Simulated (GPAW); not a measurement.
# Na3Cl2 (Cmmm) in GPAW: reference runs

How does Na3Cl2 come out in PBE? The cell is run as given.

Program: GPAW 26.7.0. These are calculated values, not measurements. Logs are shortened: lines on timing, memory, paths and dates and some standing lists are left out, and cuts for length are marked. The log counts tension as positive stress, the text compression.

**1. The structure**

Symmetry: Cmmm, No. 65, orthorhombic system. The conventional cell has a = 3.520 Å, b = 20.341 Å, c = 3.528 Å, α = 90.00°, β = 90.00°, γ = 90.00°. Cl (site symmetry m2m) is surrounded by 8 Na at 3.00 to 3.05 Å. Na (site symmetry m2m) is surrounded by 4 Cl at 3.00 Å and 1 Na at 3.44 Å. Na (site symmetry mmm) has 8 Cl at 3.05 Å and 2 Na at 3.44 Å as nearest neighbours.

The cell comes from a database or a generator and needn't be the stable form of this composition.

**2. Single point, PBE**

File run.py:

```python
from ase import Atoms
from ase.dft.bandgap import bandgap
from ase.io import write
from ase.units import Bohr, GPa
from gpaw import GPAW, PW
from gpaw.elf import elf_from_dft_calculation

atoms = Atoms(['Cl', 'Cl', 'Na', 'Na', 'Na'],
              cell=[[1.759951, -10.170256, 0.0],
                    [1.759951, 10.170256, 0.0],
                    [0.0, 0.0, 3.527636]],
              scaled_positions=[[0.086598, 0.913402, 0.5],
                                [0.913402, 0.086598, 0.5],
                                [0.668989, 0.331011, 0.0],
                                [0.331011, 0.668989, 0.0],
                                [0.5, 0.5, 0.0]],
              pbc=True)

calc = GPAW(mode=PW(800),
            xc='PBE',
            kpts={'size': (8, 8, 8), 'gamma': True},
            occupations={'name': 'fermi-dirac', 'width': 0.05},
            nbands=31,
            convergence={'density': 1e-05, 'energy': 1e-05},
            maxiter=150,
            txt='gpaw.txt')
atoms.calc = calc
energy = atoms.get_potential_energy()
forces = atoms.get_forces()
stress = atoms.get_stress()
calc.write('gs.gpw')
write('result.traj', atoms)
print(f'Energy: {energy:.6f} eV')
print('Forces (eV/A):')
print(forces.round(4))
print('Stress (GPa):', (stress / GPa).round(3))
print('Fermi level:', round(calc.get_fermi_level(), 4), 'eV')
print(f'Gap: {bandgap(calc)[0]:.4f} eV, direct: {bandgap(calc, direct=True)[0]:.4f} eV')

# fields on the real-space grid
write('density.cube', atoms, data=calc.get_pseudo_density() * Bohr**3)
write('potential.cube', atoms, data=calc.get_electrostatic_potential())
write('elf.cube', atoms, data=elf_from_dft_calculation(calc).data)
```

Potentials or basis: GPAW PAW data sets (gpaw-data 1.2.1), pw.

On the command line:

```sh
$ OMP_NUM_THREADS=1 python run.py
```

gpaw.txt:

```text
__  _  _
 | _ |_)|_||  |
 |__||  | ||/\| - 26.7.0

Input parameters:
  mode=PW(ecut=800.0),
  convergence={'density': 1e-05, 'energy': 1e-05},
  kpts=MonkhorstPack(size=(8, 8, 8), gamma=True),
  maxiter=150,
  nbands=31,
  occupations=Occupations(name='fermi-dirac', width=0.05),
  xc=XC(name='PBE')

Diagonalizing LCAO Hamiltonian
Converting LCAO to pw mode

                  Cl

               Na

             Na

          Na
       Cl

Atoms  # Å, Bohr magnetons
|   | symbol |        x |         y |        z |    initial magnetic moments |
|---|--------|----------|-----------|----------|-----------------------------|
| 0 |     Cl | 1.759951 |  8.408808 | 1.763818 | ( 0.0000,  0.0000,  0.0000) |
| 1 |     Cl | 1.759951 | -8.408808 | 1.763818 | ( 0.0000,  0.0000,  0.0000) |
| 2 |     Na | 1.759951 | -3.437323 | 0.000000 | ( 0.0000,  0.0000,  0.0000) |
| 3 |     Na | 1.759951 |  3.437323 | 0.000000 | ( 0.0000,  0.0000,  0.0000) |
| 4 |     Na | 1.759951 |  0.000000 | 0.000000 | ( 0.0000,  0.0000,  0.0000) |

Unit cell  # Å
| periodic |        x |          y |        z |   lengths |     angles |
|----------|----------|------------|----------|-----------|------------|
|      yes | 1.759951 | -10.170256 | 0.000000 | 10.321411 |  90.000000 |
|      yes | 1.759951 |  10.170256 | 0.000000 | 10.321411 |  90.000000 |
|      yes | 0.000000 |   0.000000 | 3.527636 |  3.527636 | 160.364523 |

Number of symmetries: 8
Symmetry operations  # r_c * U_cc + t_c -> r_c
|   | kind |            matrix            |
|---|------|------------------------------|
| 0 |  E   |  1, 0, 0,  0, 1, 0,  0, 0, 1 |
| 1 |  σ   |  1, 0, 0,  0, 1, 0,  0, 0,-1 |
| 2 |  σ   |  0, 1, 0,  1, 0, 0,  0, 0, 1 |
| 3 |  C2  |  0, 1, 0,  1, 0, 0,  0, 0,-1 |
| 4 |  σ   |  0,-1, 0, -1, 0, 0,  0, 0, 1 |
| 5 |  C2  |  0,-1, 0, -1, 0, 0,  0, 0,-1 |
| 6 |  C2  | -1, 0, 0,  0,-1, 0,  0, 0, 1 |
| 7 |  i   | -1, 0, 0,  0,-1, 0,  0, 0,-1 |

BZ-sampling:
  Number of BZ points: 512
  Number of IBZ points: 105

  Monkhorst-Pack size: [8, 8, 8]
  Monkhorst-Pack shift: [0.0625, 0.0625, 0.0625]

K-points  # in reciprocal-cell coordinates
|     |                                coordinates |     weight |
|-----|--------------------------------------------|------------|
|   0 | (  0.00000000,   0.00000000,   0.00000000) | 0.00195312 |
|   1 | (  0.00000000,   0.00000000,   0.12500000) | 0.00390625 |
|   2 | (  0.00000000,   0.00000000,   0.25000000) | 0.00390625 |
|   3 | (  0.00000000,   0.00000000,   0.37500000) | 0.00390625 |
|   4 | (  0.00000000,   0.00000000,   0.50000000) | 0.00195312 |
|   5 | (  0.12500000,  -0.12500000,   0.00000000) | 0.00390625 |
|   6 | (  0.12500000,  -0.12500000,   0.12500000) | 0.00781250 |
|   7 | (  0.12500000,  -0.12500000,   0.25000000) | 0.00781250 |
|   8 | (  0.12500000,  -0.12500000,   0.37500000) | 0.00781250 |
|   9 | (  0.12500000,  -0.12500000,   0.50000000) | 0.00390625 |
| ... |                                            |            |
| 104 | (  0.50000000,   0.50000000,   0.50000000) | 0.00195312 |

Plane wave coefficients: 6528
Cutoff: 800.0 eV

Spin-components: 1 (collinear spins)
Bands:           31
Projectors:      25
Spin-degeneracy: 2
Datatype:        complex128

Parallelization:
  kpt:    1
  domain: 1
  band:   1

Density:
  Valence electrons: 35.0
  Components: 1
  Grid points: [70 70 24]
  Charge: 0.0  # |e|

Potential:
  Grid points: [70 70 24]

species:
  Cl:
    name:    Chlorine
    Z:       17.0
    valence: 7
    core:    10
    charge:  0.0  # [|e|]
    compensation charges:
      type: gauss
      rc: 0.25  # [Å]
      lmax: 2
    cutoffs:
      filter: 1.40  # [Å]
      core: 1.49  # [Å]
    projectors
    | kind |    occ | energy [eV] | rcut [Å] |
    |------|--------|-------------|----------|
    |   3s |  2.000 |     -20.689 |    0.794 |
    |   3p |  5.000 |      -8.594 |    0.794 |
    |    s |        |       6.523 |    0.794 |
    |    p |        |      18.617 |    0.794 |
    |    d |        |       0.000 |    0.794 |

    Using partial waves for Cl as LCAO basis

  Na:
    name:    Sodium
    Z:       11.0
    valence: 7
    core:    4
    charge:  0.0  # [|e|]
    compensation charges:
      type: gauss
      rc: 0.37  # [Å]
      lmax: 2
    cutoffs:
      filter: 2.17  # [Å]
      core: 2.59  # [Å]
    projectors
    | kind |    occ | energy [eV] | rcut [Å] |
    |------|--------|-------------|----------|
    |   3s |  1.000 |      -2.744 |    1.201 |
    |   2p |  6.000 |     -28.672 |    1.217 |
    |   3p |  0.000 |      -0.743 |    1.217 |
    |    s |        |      24.468 |    1.201 |
    |    d |        |       0.000 |    1.238 |

    Using partial waves for Na as LCAO basis

Reference energy: -38365.730284  # eV

eigensolver:
  PPCG
  Converge bands: occupied
  niter=2

density mixing:
  MSR1-Mixer
  Pratt-step length: 0.05
  Maximum mixing coefficient: 0.75
  Old densities: 10
  SVD Regularization: 0.005
  Good broyden scale: 1.0
  Trust region scale: 1.0
  Backstep threshold: 4.0
  History deletion threshold: 6.0
  Fourier metric: weight=20.0, sigma=0.015

occupation numbers:
  Fermi-Dirac:
    width: 0.0500  # eV

poisson solver:
  ecut: 6400.0  # eV

xc functional:
  name: PBE with 2 nearest neighbor stencil

convergence criteria:
- Maximum integral of absolute [dens]ity change: 1e-05 electrons / valence electron
- Maximum [total energy] change in last 3 cyles: 1e-05 eV / valence electron
- Maximum integral of absolute [eigenst]ate change: 4e-08 eV^2 / valence electron
maximum number of iterations: 150

SCF iterations
|iter     | |      energy | eigst |  dens |
|---------|-|-------------|-------|-------|
|iter:   1| |  -14.193987 | -0.68 |       |
|iter:   2| |  -14.160732 | -2.69 | -1.40 |
|iter:   3| |  -14.025344 | -2.20 | -1.43 |
|iter:   4| |  -14.030028 | -3.36 | -1.95 |
|iter:   5| |  -14.030527 | -4.06 | -2.41 |
|iter:   6| |  -14.030516 | -5.21 | -3.02 |
|iter:   7| |  -14.030565c| -6.08 | -3.33 |
|iter:   8| |  -14.030567c| -7.23 | -4.01 |
|iter:   9| |  -14.030567c| -7.45c| -4.75 |
|iter:  10| |  -14.030567c| -8.22c| -5.43c|

Converged in 10 steps
Energy contributions relative to reference atoms: (reference = -38365.730284)

Energy contributions:
  Kinetic:          15.075366
  Coulomb:         -14.750772
  Zero:              0.053576
  External:          0.000000
  Xc:              -14.404245
  Entropy:          -0.008985
  Spinorbit:         0.000000
  ----------------------------
  Free energy:     -14.035060
  Extrapolated:    -14.030567

dipole moment: (-0.000006, 0.000000, -9.888525)  # |e|*Ang

Fermi level: 2.934
Eigenvalues  # (at kpt = [0.000, 0.000, 0.000])
| band index |      eig [eV] | occ [0-2] |
|------------|---------------|-----------|
|          0 |       -22.884 |     2.000 |
|        ... |               |           |
|         10 |       -13.825 |     2.000 |
|         11 |        -3.207 |     2.000 |
|         12 |        -2.017 |     2.000 |
|         13 |        -1.193 |     2.000 |
|         14 |        -1.176 |     2.000 |
|         15 |        -1.078 |     2.000 |
[... 8 lines left out ...]
|         24 |         9.898 |     0.000 |
|         25 |        11.146 |     0.000 |
|        ... |               |           |
|         30 |        12.955 |     0.000 |

No gap
No difference between direct/indirect transitions

Forces  # eV/Ang
|       x |        y |       z |
|---------|----------|---------|
| 0.00000 |  0.00890 | 0.00000 |  # Cl   0
| 0.00000 | -0.00890 | 0.00000 |  # Cl   1
| 0.00000 |  0.00659 | 0.00000 |  # Na   2
| 0.00000 | -0.00659 | 0.00000 |  # Na   3
| 0.00000 |  0.00000 | 0.00000 |  # Na   4

Stress tensor  # eV/Ang^3
|         x |         y |        z |
|-----------|-----------|----------|
| -0.000973 |  0.000000 | 0.000000 |
|  0.000000 | -0.001003 | 0.000000 |
|  0.000000 |  0.000000 | 0.000595 |

# Writing to gs.gpw (mode='')
```

Run time: 14 min. Hardware: 1 thread of Arm Neoverse V1, shared host; peak memory 0.8 GiB.

Results:

- Free energy: -14.0351 eV
- Pressure: 0.1 GPa
- Largest force: 0.009 eV/Å
- Band gap on the k mesh: none (metal or under the smearing width)

Forces on the atoms (eV/Å):
```
Cl   0.000  0.009  0.000
Cl   0.000 -0.009  0.000
Na   0.000  0.007  0.000
Na   0.000 -0.007  0.000
Na   0.000  0.000  0.000
```

Levels at points of the mesh, in eV from the Fermi level:
```tsv
k point	band 15	band 16	band 17	band 18	band 19	band 20	band 21	band 22
(0.00, 0.00, 0.00)	-4.11	-4.01	-4.00	-1.84	1.43	1.59	4.00	5.11
(0.00, 0.00, 0.50)	-4.53	-3.88	-3.76	0.65	1.10	3.13	3.67	4.30
(0.50, 0.00, 0.00)	-4.54	-3.89	-3.77	0.96	0.97	2.72	3.46	4.58
(0.50, 0.00, 0.50)	-5.59	-5.10	-4.22	2.12	2.79	3.39	3.40	3.60
(0.50, 0.50, 0.00)	-4.11	-4.01	-4.00	-1.54	0.44	2.83	3.30	5.12
(0.50, 0.50, 0.50)	-4.55	-3.88	-3.76	0.80	1.31	2.33	3.31	4.74
```

Caveat: an odd number of electrons without spin polarisation forces a metal; a magnetic or distorted state may lie lower; the program warned that so skewed a cell can give wrong results.
